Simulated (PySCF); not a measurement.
# C₃H₁₀NSSi+: magnetic properties

Aim: compute the magnetic properties of C₃H₁₀NSSi+ (`C=C[Si@H](S)[NH2+]C`).

Programs: PySCF 2.14.0, with routines of our own; each step states its level. All values are computed. Atoms count from 0.

## 1. The system as given

16 atoms, charge 1, multiplicity 1; geometry from: GFN2-xTB.

## 2. Geometry optimisation at PBE0-D3(BJ)/def2-SVP

Job settings and geometry (Å):

```
{"job": {"xc": "PBE0", "basis": "def2-SVP", "d3": "d3bj", "grid": 1, "kind": "geom"}, "charge": 1, "multiplicity": 1}
C      2.969422    -0.148276    -0.175166
C      1.804428    -0.100781     0.462383
Si     0.227042     0.629636    -0.229385
S     -0.763970     2.033882     1.030621
N     -1.016585    -0.811334    -0.023165
C     -2.376458    -0.534522    -0.520243
H      3.089787     0.207802    -1.184421
H      3.853602    -0.552010     0.290597
H      1.770904    -0.459873     1.487940
H      0.129424     0.874036    -1.658166
H      0.201554     2.935155     1.095742
H     -1.081734    -1.046374     0.969584
H     -0.655983    -1.643791    -0.492472
H     -2.792540     0.313003     0.018766
H     -2.338563    -0.292325    -1.579289
H     -3.027929    -1.395283    -0.380253
```

On the command line:

```sh
$ OMP_NUM_THREADS=1 python excited_run.py task.json out
```

This one command runs all jobs of the session in turn.

What it wrote:

```text
step   0  E = -861.75989419  max force = 0.022671
step   1  E = -861.76312901  max force = 0.007835
step   2  E = -861.76392558  max force = 0.003481
step   3  E = -861.76425346  max force = 0.001497
step   4  E = -861.76441349  max force = 0.001017
step   5  E = -861.76454621  max force = 0.002062
step   6  E = -861.76480205  max force = 0.002516
step   7  E = -861.76502934  max force = 0.002503
step   8  E = -861.76532998  max force = 0.001902
step   9  E = -861.76544008  max force = 0.002853
step  10  E = -861.76574510  max force = 0.001759
step  11  E = -861.76592567  max force = 0.001192
step  12  E = -861.76624394  max force = 0.001472
step  13  E = -861.76631690  max force = 0.001011
step  14  E = -861.76638426  max force = 0.000799
step  15  E = -861.76639263  max force = 0.000374
optimisation converged
```

Wall time 99 s (1 thread of Arm Neoverse V1, shared host).

Relaxation path:

```
step  energy from step 0 (eV)  largest force component (eV/Å)
   0                   0.0000                          1.1658
   1                  -0.0880                          0.4029
   2                  -0.1097                          0.1790
   3                  -0.1186                          0.0770
   4                  -0.1230                          0.0523
   5                  -0.1266                          0.1060
   6                  -0.1335                          0.1294
   7                  -0.1397                          0.1287
   8                  -0.1479                          0.0978
   9                  -0.1509                          0.1467
  10                  -0.1592                          0.0905
  11                  -0.1641                          0.0613
  12                  -0.1728                          0.0757
  13                  -0.1748                          0.0520
  14                  -0.1766                          0.0411
  15                  -0.1768                          0.0192
```

Close pairs (by a distance rule), those that changed most:

```
  bond  before (Å)  after (Å)  change (Å)
C1–Si2       1.871      1.836      -0.035
S3–H10       1.322      1.354      +0.031
Si2–H9       1.453      1.481      +0.028
Si2–S3       2.131      2.109      -0.022
 C0–H6       1.077      1.096      +0.019
 C0–H7       1.078      1.095      +0.017
 C0–C1       1.329      1.342      +0.013
 N4–C5       1.474      1.486      +0.012
```

The next job starts from the end point, and lists it.

```
                         at the end point                value
  point group (found at 0.08 Å tolerance)                   C1
rotational constants (GHz, main isotopes)  2.483, 1.630, 1.073
```

## 3. Magnetic properties: GIAO CAM-B3LYP/pcSseg-1

Job settings and geometry (Å):

```
{"job": {"kind": "mag", "xc": "CAM-B3LYP", "basis": "pcSseg-1", "isotopologues": 2}, "charge": 1, "multiplicity": 1}
C      2.872245     0.248516    -0.011996
C      1.712704     0.426881     0.639540
Si     0.149737     0.715313    -0.279592
S     -1.108770     2.279947     0.366448
N     -0.868821    -0.895773     0.001014
C     -2.176246    -0.959792    -0.703176
H      2.940195     0.246411    -1.105809
H      3.814488     0.104265     0.527403
H      1.716133     0.443239     1.737366
H      0.258596     0.684223    -1.756263
H     -0.560163     2.338283     1.602506
H     -1.016642    -1.015159     1.010518
H     -0.278489    -1.690726    -0.274834
H     -2.795148    -0.115790    -0.372833
H     -2.005396    -0.884588    -1.784561
H     -2.684569    -1.905227    -0.475357
```

Method: GIAO CAM-B3LYP/pcSseg-1 magnetisability, rotational g tensor and spin-rotation constants, non-relativistic, gas phase.

What it wrote:

```text
coarse grid: 13768 points
cycle   1  E = -862.3391379464  dE =  7.334e-01  |g| = 3.946e-01  |ddm| = 3.396e+00
cycle   2  E = -862.3650465275  dE = -2.591e-02  |g| = 3.311e-01  |ddm| = 1.017e+00
cycle   3  E = -862.3926042303  dE = -2.756e-02  |g| = 5.961e-02  |ddm| = 4.364e-01
cycle   4  E = -862.3932145703  dE = -6.103e-04  |g| = 2.728e-02  |ddm| = 5.676e-02
cycle   5  E = -862.3933689414  dE = -1.544e-04  |g| = 6.250e-03  |ddm| = 2.115e-02
cycle   6  E = -862.3933785048  dE = -9.563e-06  |g| = 1.774e-03  |ddm| = 6.750e-03
final grid: 122008 points
cycle   7  E = -862.4340369470  dE = -2.246e-05  |g| = 3.880e-03  |ddm| = 1.217e-02
cycle   8  E = -862.4340372670  dE = -3.199e-07  |g| = 3.746e-03  |ddm| = 5.380e-03
cycle   9  E = -862.4340406788  dE = -3.412e-06  |g| = 5.423e-04  |ddm| = 2.820e-03
cycle  10  E = -862.4340407431  dE = -6.424e-08  |g| = 1.556e-04  |ddm| = 4.491e-04
cycle  11  E = -862.4340407495  dE = -6.379e-09  |g| = 3.294e-05  |ddm| = 1.542e-04
cycle  12  E = -862.4340407497  dE = -2.615e-10  |g| = 6.051e-06  |ddm| = 4.124e-05
converged SCF energy = -862.4340407497

Magnetisability tensor (1e-30 J/T^2)
    -1286.01      -31.54      -16.41
      -31.54    -1374.46      -16.33
      -16.41      -16.33    -1209.66
isotropic -1290.04   principal values   -1386.95  -1277.50  -1205.68
isotropic susceptibility -77.688 1e-6 cm^3/mol

Inertial axes            a          b          c
rot. const./GHz      2.4833     1.6296     1.0735
chi total           -77.499    -82.675    -72.891
chi diamagnetic    -580.739   -853.642  -1212.323
chi paramagnetic    503.240    770.967   1139.431
quadrupole/D A        6.703      0.749     -7.452
g nuclear            0.5905     0.5991     0.5780
g electronic        -0.5871    -0.5902    -0.5746
g total              0.0034     0.0089     0.0033

Spin-rotation constants (kHz, H = +C I.J)
atom  isotope        aa         bb         cc
  4    14N        0.137      0.077      0.056
  6     1H       -0.249     -0.192      0.083
  7     1H        0.148     -0.197     -0.080
  8     1H       -0.268     -0.197      0.070
  9     1H       -0.247     -0.170      0.029
 10     1H       -0.260     -0.188     -0.052
 11     1H       -0.353     -0.209     -0.003
 12     1H       -0.235     -0.056     -0.148
 13     1H       -0.162     -0.049     -0.129
 14     1H       -0.292     -0.193      0.009
 15     1H       -0.232     -0.050     -0.102
  0    13C*       1.123      0.241      0.547
  1    13C*       0.918      0.223      0.467
  2   29Si*      -1.583     -1.120     -0.749
  3    33S*       0.450      0.265      0.152
  5    13C*       0.338      0.291      0.175
* in the singly substituted isotopologue

Isotopologues: g along a, b, c
2H    at 6,7,8,9,10,11,     0.0020     0.0076     0.0027
13C   at 0                  0.0034     0.0086     0.0033
```

Run time: 31 s. Hardware: 1 thread of Arm Neoverse V1, shared host; peak memory 0.85 GiB.

Key values:

```
              quantity                   value
       magnetisability        -1290·10⁻³⁰ J/T²
  molar susceptibility      -77.7·10⁻⁶ cm³/mol
rotational g (a, b, c)  0.0034, 0.0089, 0.0033
```

## 4. Magnetic properties (C₃H₁₀NSSi+ (doublet)): PBE0/ANO-RCC-VDZP

Settings changed since step 3:

```diff
@@ -1,2 +1,2 @@
-{"job": {"kind": "mag", "xc": "CAM-B3LYP", "basis": "pcSseg-1", "isotopologues": 2}, "charge": 1, "multiplicity": 1}
+{"job": {"kind": "mag", "xc": "PBE0", "basis": "ANO-RCC-VDZP", "scf": {"max_cycle": 93}}, "charge": 1, "multiplicity": 2}
 C      2.872245     0.248516    -0.011996
```

Level: PBE0/ANO-RCC-VDZP.

What it wrote:

```text
RuntimeError: Electron number 64 and spin 1 are not consistent
Note mol.spin = 2S = Nalpha - Nbeta, not 2S+1
```

Wall time 0.06 s (1 thread of Arm Neoverse V1, shared host).

Diagnosis: Charge and multiplicity don't fit the number of electrons: an even count needs an odd multiplicity, and the reverse. The remedy is to mend the charge or the multiplicity.

## 5. What came out

| quantity | value |
| --- | --- |
| point group | C1 |
| rotational constants (main isotopes) | 2.48, 1.63, 1.07 GHz |
| magnetisability (step 3, GIAO CAM-B3LYP/pcSseg-1) | -1290·10⁻³⁰ J/T² |
| molar susceptibility (step 3, GIAO CAM-B3LYP/pcSseg-1) | -77.7·10⁻⁶ cm³/mol |
| rotational g (a, b, c) (step 3, GIAO CAM-B3LYP/pcSseg-1) | 0.0034, 0.0089, 0.0033 |
| runs | 1 failed, 0 ended on unsound input |

What this shows: Over 15 steps the energy fell by 0.177 eV; of the close pairs, C1–Si2 changed most, 1.871 to 1.836 Å. For an ion, the motion of the centre of mass in the field is left out. Vibrational averaging and real surroundings are missing from these values.
